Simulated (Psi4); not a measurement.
# BH2O2F (SMILES OB(O)F), step by step

Aim: a structure relaxation (singlet BH2O2F, r2SCAN-3c/def2-mTZVPP), then a single-point energy (doublet BH2O2F+, U-r2SCAN-3c/def2-mTZVPP), then a structure relaxation (doublet BH2O2F+, U-r2SCAN-3c/def2-mTZVPP), then a single-point energy (singlet BH2O2F, r2SCAN-3c/def2-mTZVPP) of BFH2O2. 

The results are computed with Psi4 1.11.

## Step 1: Starting point

The species is BH2O2F (6 atoms), meant as a singlet with charge 0. SMILES: `OB(O)F`. All atoms were displaced at random from a relaxed shape. The run starts from this shape.

Bond lengths: O1–B2 1.370 Å, B2–O3 1.307 Å, B2–F4 1.380 Å, O1–H5 1.074 Å, O3–H6 1.025 Å. Angles: O1–B2–O3 130.3°, O1–B2–F4 113.2°, O3–B2–F4 116.4°, B2–O1–H5 116.0°, B2–O3–H6 101.7°.

## Step 2: A geometry optimisation at r2SCAN-3c/def2-mTZVPP (density fitting) (run 1)

File bfh2o2.in:

```
memory 1.6 GB

molecule geom {
  0 1
  O     -0.572229     0.922544    -0.104307
  B     -0.013511    -0.322672     0.010995
  O      1.016263    -0.725990     0.707876
  F     -0.603326    -1.261403    -0.810561
  H     -1.295757     1.043347    -0.888396
  H      1.315520     0.144179     1.159520
  units angstrom
}

set reference rks

result = optimize('r2scan-3c')
```

Launch:

```console
$ psi4 bfh2o2.in bfh2o2.out -n 1
```

bfh2o2.out:

```text
[...]
  Running in c1 symmetry.
[...]
  Nuclear repulsion =  113.641496256387171
[...]
  Multiplicity = 1
[...]
  Nalpha       = 16
  Nbeta        = 16
[...]
    Number of basis functions: 101
[...]
   @DF-RKS iter   1:  -276.13847051619888   -3.43493e-01   9.82525e-03 DIIS/ADIIS
[...]
   @DF-RKS iter   7:  -276.49862064638569   -3.41061e-13   6.78737e-09 DIIS
[...]
  @DF-RKS Final Energy:  -276.49862064638569
   => Energetics <=
    Nuclear Repulsion Energy =            114.0454709812484566
    One-Electron Energy =                -607.8965946617310010
    Two-Electron Energy =                 249.8171588735814339
    DFT Exchange-Correlation Energy =     -32.4728341880617108
    Empirical Dispersion Energy =           0.0081783485771119
    VV10 Nonlocal Energy =                  0.0000000000000000
    Total Energy =                       -276.4986206463856888
[...]
  -Total Gradient:
     Atom            X                  Y                   Z
    ------   -----------------  -----------------  -----------------
       1        0.000096009213     0.000163379840     0.000134101297
       2        0.000145830828     0.000076852335     0.000094667320
       3       -0.000020045528    -0.000069622794     0.000011184120
       4       -0.000010369558     0.000201421498     0.000046212417
       5        0.000245595770     0.000253507609     0.000285752654
       6        0.000112425928    -0.000154269646     0.000035768580
[...]
```

The script printed:

```text
Optimizer: Optimization complete!
```

Wall time 66 s (1 thread of Intel Xeon Platinum 8488C (Sapphire Rapids), shared host); peak memory 1.1 GiB.

Steps, from the record of the run:

| step | energy from the first frame kept (eV) | largest force (eV/Å) |
| --- | --- | --- |
| 0 | 0.0000 | 4.9095 |
| 1 | -0.5726 | 1.6303 |
| 2 | -0.6015 | 0.5700 |
| 3 | -0.6015 | 0.5651 |
| 4 | -0.6137 | 0.0421 |
| 5 | -0.6139 | 0.0291 |
| 6 | -0.6139 | 0.0234 |

After the run. Bond lengths: O1–B2 1.365 Å, B2–O3 1.357 Å, B2–F4 1.339 Å, O1–H5 0.962 Å, O3–H6 0.962 Å. Angles: O1–B2–O3 121.5°, O1–B2–F4 120.8°, O3–B2–F4 117.7°, B2–O1–H5 113.6°, B2–O3–H6 112.8°.

## Step 3: The doublet cation: a single-point energy at U-r2SCAN-3c/def2-mTZVPP (density fitting) (run 2)

File run.py:

```python
import psi4

psi4.set_memory(1600000000)
psi4.set_num_threads(1)
psi4.set_output_file('run.log', False)

m = psi4.geometry("""
1 2
O     -0.533495     0.936267    -0.142280
B     -0.050685    -0.338346    -0.061024
O      0.993088    -0.650056     0.748005
F     -0.596825    -1.325263    -0.781855
H     -1.274398     1.029268    -0.749134
H      1.330748     0.110385     1.231632
symmetry c1
""")

psi4.set_options({
    'reference': 'uks',
})

energy_value = psi4.energy('R2SCAN-3C')
print(f'total energy {energy_value:.8f} hartree = {energy_value * 27.211386:.5f} eV')
for k, v in sorted(psi4.core.scalar_variables().items()):
    print(f'{k:45s} {v:18.10f}')
```

Launch:

```console
$ python run.py
```

run.log:

```text
[...]
  Running in c1 symmetry.
[...]
  Nuclear repulsion =  114.045478456797937
[...]
  Multiplicity = 2
[...]
  Nalpha       = 16
  Nbeta        = 15
[...]
    Number of basis functions: 101
[...]
   @DF-UKS iter   1:  -275.91876414471147   -6.09094e-02   6.37606e-03 ADIIS/DIIS
[...]
   @DF-UKS iter  12:  -276.04873812860075   -2.03139e-07   4.76369e-07 DIIS
[...]
   @S^2 Observed:                7.637960975E-01
[...]
  @DF-UKS Final Energy:  -276.04873812860075
   => Energetics <=
    Nuclear Repulsion Energy =            114.0454784567979374
    One-Electron Energy =                -598.1357586096764862
    Two-Electron Energy =                 240.1218867144122271
    DFT Exchange-Correlation Energy =     -32.0885713248346178
    Empirical Dispersion Energy =           0.0082266347001916
    VV10 Nonlocal Energy =                  0.0000000000000000
    Total Energy =                       -276.0487381286007462
[...]
 Multipole Moments:
 ------------------------------------------------------------------------------------
     Multipole            Electronic (a.u.)      Nuclear  (a.u.)        Total (a.u.)
 ------------------------------------------------------------------------------------
 L = 1.  Multiply by 2.5417464519 to convert [e a0] to [Debye]
 Dipole X            :         -0.4444220            0.6655144            0.2210924
 Dipole Y            :         -1.1780945            2.6381117            1.4600171
 Dipole Z            :         -0.6840673            1.2499581            0.5658908
 Magnitude           :                                                    1.5813805
[...]
```

The script printed:

```text
total energy -276.04873813 hartree = -7511.66877 eV
CURRENT ENERGY                                   -276.0487381286
CURRENT REFERENCE ENERGY                         -276.0487381286
DD SOLVATION ENERGY                                 0.0000000000
DFT FUNCTIONAL TOTAL ENERGY                      -276.0569647633
DFT TOTAL ENERGY                                 -276.0487381286
DFT VV10 ENERGY                                     0.0000000000
DFT XC ENERGY                                     -32.0885713248
DISPERSION CORRECTION ENERGY                        0.0082266347
GRID ELECTRONS ALPHA                               15.9999964827
GRID ELECTRONS BETA                                14.9999968809
GRID ELECTRONS TOTAL                               30.9999933636
NUCLEAR REPULSION ENERGY                          114.0454784568
ONE-ELECTRON ENERGY                              -598.1357586097
PCM POLARIZATION ENERGY                             0.0000000000
PE ENERGY                                           0.0000000000
R2SCAN3C DISPERSION CORRECTION ENERGY              -0.0006958492
SCF ITERATION ENERGY                             -276.0487381286
SCF ITERATIONS                                     12.0000000000
SCF TOTAL ENERGY                                 -276.0487381286
TWO-ELECTRON ENERGY                               240.1218867144
XC GRID RADIAL POINTS                              75.0000000000
XC GRID SPHERICAL POINTS                          302.0000000000
XC GRID TOTAL POINTS                           131285.0000000000
```

It took 18 s on 1 thread of Intel Xeon Platinum 8488C (Sapphire Rapids), shared host; peak memory 1.1 GiB.

## Step 4: The doublet cation: a structure relaxation at U-r2SCAN-3c/def2-mTZVPP (density fitting) (run 3)

File input.dat:

```
memory 1.6 GB

molecule mol {
  1 2
  O     -0.533495     0.936267    -0.142280
  B     -0.050685    -0.338346    -0.061024
  O      0.993088    -0.650056     0.748005
  F     -0.596825    -1.325263    -0.781855
  H     -1.274398     1.029268    -0.749134
  H      1.330748     0.110385     1.231632
  symmetry c1
}

set {
  reference uks
}

optimize('r2scan-3c')
```

Launch:

```console
$ psi4 input.dat output.dat -n 1
```

output.dat:

```text
[...]
  Running in c1 symmetry.
[...]
  Nuclear repulsion =  114.045478456797937
[...]
  Multiplicity = 2
[...]
  Nalpha       = 16
  Nbeta        = 15
[...]
    Number of basis functions: 101
[...]
   @DF-UKS iter   1:  -275.91876414471147   -6.09094e-02   6.37606e-03 ADIIS/DIIS
[...]
   @DF-UKS iter  10:  -276.06375598293988   -5.57066e-12   8.60561e-09 DIIS
[...]
   @S^2 Observed:                7.567031441E-01
[...]
  @DF-UKS Final Energy:  -276.06375598293988
   => Energetics <=
    Nuclear Repulsion Energy =            114.0076103555367979
    One-Electron Energy =                -598.2076066692825407
    Two-Electron Energy =                 240.2012698858407589
    DFT Exchange-Correlation Energy =     -32.0728861642606375
    Empirical Dispersion Energy =           0.0078566092256889
    VV10 Nonlocal Energy =                  0.0000000000000000
    Total Energy =                       -276.0637559829398811
[...]
  -Total Gradient:
     Atom            X                  Y                   Z
    ------   -----------------  -----------------  -----------------
       1        0.000214346624     0.000057179456     0.000043234443
       2        0.000053518220     0.000218593022     0.000114918346
       3       -0.000109493771     0.000040994723     0.000047374386
       4       -0.000005612301     0.000074991744     0.000054035763
       5        0.000235637141     0.000264120874    -0.000128161537
       6       -0.000082107062    -0.000005518898     0.000314665636
[...]
```

Standard output:

```text
Optimizer: Optimization complete!
```

Wall time 6 min (1 thread of Intel Xeon Platinum 8488C (Sapphire Rapids), shared host); peak memory 1.1 GiB.

Steps, from the record of the run:

| step | energy from the first frame kept (eV) | largest force (eV/Å) |
| --- | --- | --- |
| 0 | 0.0000 | 4.2880 |
| 1 | -0.1821 | 1.6919 |
| 2 | -0.2122 | 0.3437 |
| 3 | -0.2166 | 0.3311 |
| 4 | -0.2189 | 0.2613 |
| 5 | -0.2207 | 0.1386 |
| 6 | -0.2216 | 0.0611 |
| 7 | -0.2225 | 0.0649 |
| 8 | -0.2256 | 1.5345 |
| 9 | -0.2435 | 0.4993 |
| 10 | -0.3137 | 0.9473 |
| 11 | -0.3636 | 0.3678 |
| 12 | -0.3784 | 0.4891 |
| 13 | -0.3919 | 0.4267 |
| 14 | -0.3981 | 0.3076 |
| 15 | -0.4051 | 0.1002 |
| 16 | -0.4075 | 0.0735 |
| 17 | -0.4083 | 0.0548 |
| 18 | -0.4085 | 0.0336 |
| 19 | -0.4086 | 0.0203 |
| 20 | -0.4086 | 0.0195 |
| 21 | -0.4087 | 0.0194 |

After the run. Bond lengths: O1–B2 1.391 Å, B2–O3 1.384 Å, B2–F4 1.277 Å, O1–H5 0.981 Å, O3–H6 0.980 Å. Angles: O1–B2–O3 105.0°, O1–B2–F4 128.3°, O3–B2–F4 126.7°, B2–O1–H5 122.7°, B2–O3–H6 124.5°.

## Step 5: The energy at r2SCAN-3c/def2-mTZVPP (density fitting) (run 4)

File job.py:

```python
import psi4

psi4.set_memory('1600 MB')
psi4.set_num_threads(1)
psi4.core.set_output_file('psi4.out', False)

m = psi4.geometry("""
O     -0.411433     0.888976    -0.425001
B     -0.073127    -0.429764    -0.138151
O      0.615548    -0.369681     1.061314
F     -0.374524    -1.484111    -0.792718
H     -1.269321     1.285154    -0.160540
H      1.434859     0.148368     1.204879
""")

e = psi4.energy("R2SCAN-3C")
print(f'R2SCAN-3C energy: {e:.10f} Eh')
for k, v in sorted(psi4.core.scalar_variables().items()):
    print(f'{k:45s} {v:18.10f}')
```

Launch:

```console
$ python job.py
```

psi4.out:

```text
[...]
  Running in c1 symmetry.
[...]
  Nuclear repulsion =  114.007622874793114
[...]
  Multiplicity = 1
[...]
  Nalpha       = 16
  Nbeta        = 16
[...]
    Number of basis functions: 101
[...]
   @DF-RKS iter   1:  -276.09076661353060   -2.48871e-01   1.02693e-02 DIIS/ADIIS
[...]
   @DF-RKS iter   9:  -276.45219287061940   -1.33017e-07   5.87303e-07 DIIS
[...]
  @DF-RKS Final Energy:  -276.45219287061940
   => Energetics <=
    Nuclear Repulsion Energy =            114.0076228747931140
    One-Electron Energy =                -607.9429192164803908
    Two-Electron Energy =                 249.9378485061428421
    DFT Exchange-Correlation Energy =     -32.4625524052107366
    Empirical Dispersion Energy =           0.0078073701357720
    VV10 Nonlocal Energy =                  0.0000000000000000
    Total Energy =                       -276.4521928706193989
[...]
 Multipole Moments:
 ------------------------------------------------------------------------------------
     Multipole            Electronic (a.u.)      Nuclear  (a.u.)        Total (a.u.)
 ------------------------------------------------------------------------------------
 L = 1.  Multiply by 2.5417464519 to convert [e a0] to [Debye]
 Dipole X            :         -0.6083587            0.5783406           -0.0300181
 Dipole Y            :         -2.6834137            3.1517561            0.4683424
 Dipole Z            :         -1.6722985            1.8606141            0.1883156
 Magnitude           :                                                    0.5056762
[...]
```

Standard output:

```text
R2SCAN-3C energy: -276.4521928706 Eh
CURRENT ENERGY                                   -276.4521928706
CURRENT REFERENCE ENERGY                         -276.4521928706
DD SOLVATION ENERGY                                 0.0000000000
DFT FUNCTIONAL TOTAL ENERGY                      -276.4600002408
DFT TOTAL ENERGY                                 -276.4521928706
DFT VV10 ENERGY                                     0.0000000000
DFT XC ENERGY                                     -32.4625524052
DISPERSION CORRECTION ENERGY                        0.0078073701
GRID ELECTRONS ALPHA                               16.0000034406
GRID ELECTRONS BETA                                16.0000034406
GRID ELECTRONS TOTAL                               32.0000068813
NUCLEAR REPULSION ENERGY                          114.0076228748
ONE-ELECTRON ENERGY                              -607.9429192165
PCM POLARIZATION ENERGY                             0.0000000000
PE ENERGY                                           0.0000000000
R2SCAN3C DISPERSION CORRECTION ENERGY              -0.0007465385
SCF ITERATION ENERGY                             -276.4521928706
SCF ITERATIONS                                      9.0000000000
SCF TOTAL ENERGY                                 -276.4521928706
TWO-ELECTRON ENERGY                               249.9378485061
XC GRID RADIAL POINTS                              75.0000000000
XC GRID SPHERICAL POINTS                          302.0000000000
XC GRID TOTAL POINTS                           131372.0000000000
```

It took 11 s on 1 thread of Intel Xeon Platinum 8488C (Sapphire Rapids), shared host; peak memory 1 GiB.

## Step 6: Summary of results

```
                                                               quantity          value
                  run 1, r2SCAN-3c/def2-mTZVPP: total energy at the end  -276.49862 Eh
                            run 1, r2SCAN-3c/def2-mTZVPP: dipole moment         1.87 D
                              run 1, r2SCAN-3c/def2-mTZVPP: HOMO energy       -8.37 eV
                              run 1, r2SCAN-3c/def2-mTZVPP: LUMO energy        0.40 eV
                            run 1, r2SCAN-3c/def2-mTZVPP: HOMO–LUMO gap        8.77 eV
                                    doublet cation, run 2: total energy  -276.04874 Eh
              doublet cation, run 2: HOMO energy (highest over α and β)      -16.54 eV
               doublet cation, run 2: LUMO energy (lowest over α and β)      -16.04 eV
                                            doublet cation, run 2: ⟨S²⟩          0.764
                         doublet cation, run 3: total energy at the end  -276.06376 Eh
              doublet cation, run 3: HOMO energy (highest over α and β)      -16.62 eV
               doublet cation, run 3: LUMO energy (lowest over α and β)      -14.43 eV
                                            doublet cation, run 3: ⟨S²⟩          0.757
                             run 4, r2SCAN-3c/def2-mTZVPP: total energy  -276.45219 Eh
                            run 4, r2SCAN-3c/def2-mTZVPP: dipole moment         1.29 D
                              run 4, r2SCAN-3c/def2-mTZVPP: HOMO energy       -6.65 eV
                              run 4, r2SCAN-3c/def2-mTZVPP: LUMO energy        0.22 eV
                            run 4, r2SCAN-3c/def2-mTZVPP: HOMO–LUMO gap        6.86 eV
adiabatic ionisation energy (to the doublet cation, no zero-point term)      11.833 eV
```

In words: The adiabatic ionisation energy (to the doublet cation, no zero-point term) is 11.83 eV (1142 kJ/mol). The optimisation (run 1, r2SCAN-3c/def2-mTZVPP) took 7 steps and changed the energy by -0.614 eV. The optimisation (doublet cation, run 3) took 22 steps and changed the energy by -0.409 eV.
